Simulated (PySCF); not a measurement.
**C₄H₈BGeN: electronic excitations**

Aim: predict the electronic excitations of C₄H₈BGeN (`C#C[C@H]1NB[CH2][GeH2]1`).

Computed with PySCF 2.14.0, with density-fitted response routines of our own, on a single molecule in the gas phase. Atoms are numbered from 0 throughout.

**1. The starting structure**

15 atoms, charge 0, multiplicity 1; geometry from: GFN2-xTB.

Bonds of the start (Å): C0–C1 1.20, C1–C2 1.44, C2–N3 1.46, N3–B4 1.38, B4–C5 1.60, C5–Ge6 1.97, Ge6–C2 2.02, C0–H7 1.05, C2–H8 1.10, N3–H9 1.01, B4–H10 1.17, C5–H11 1.09, C5–H12 1.09, Ge6–H13 1.51, Ge6–H14 1.51.

**2. Excited states and response: PBE0/def2-SVPD**

Job settings and geometry (Å):

```
{"job": {"kind": "uv", "xc": "PBE0", "basis": "def2-SVPD", "nstates": 8, "ntriplets": 3}, "charge": 0, "multiplicity": 1}
C      2.985489     0.233544     0.862270
C      1.985531     0.210012     0.202429
C      0.757402     0.122557    -0.553414
N      0.138415    -1.191313    -0.396244
B     -1.111229    -1.384956     0.146838
C     -1.903945    -0.069810     0.579658
Ge    -0.667734     1.394507     0.108099
H      3.868293     0.280644     1.427073
H      0.992526     0.295117    -1.613890
H      0.737727    -1.951272    -0.685537
H     -1.538295    -2.470646     0.256944
H     -2.857561     0.021944     0.060827
H     -2.136583    -0.071819     1.644294
H     -1.106644     2.326440    -0.999374
H     -0.147806     2.263039     1.225872
```

Method: TDDFT PBE0/def2-SVPD, vertical, gas phase, core orbitals frozen in the response.

Launch:

```
> OMP_NUM_THREADS=1 python probes_run.py task.json out
```

This one command runs all jobs of the session in turn.

What will the session give for the following? lowest singlet (PBE0/def2-SVPD); brightest single state of those computed; lowest triplet. Wanted: lowest singlet; brightest single state of those computed; lowest triplet.

The runs gave:

```
                                quantity                        value
         lowest singlet (PBE0/def2-SVPD)  6.11 eV (203 nm), f = 0.012
brightest single state of those computed  state 8, 7.21 eV, f = 0.044
                          lowest triplet                      5.25 eV
```

The lowest singlet, at 6.11 eV, is HOMO→LUMO 0.60, HOMO→LUMO+4 0.17 and is weak; of the 8 states computed, the strongest absorption comes from state 8 at 7.21 eV (the last computed, so partners may be missing). The lowest triplet lies 0.86 eV below the lowest singlet (triplets in Tamm-Dancoff, singlets in full TDDFT).
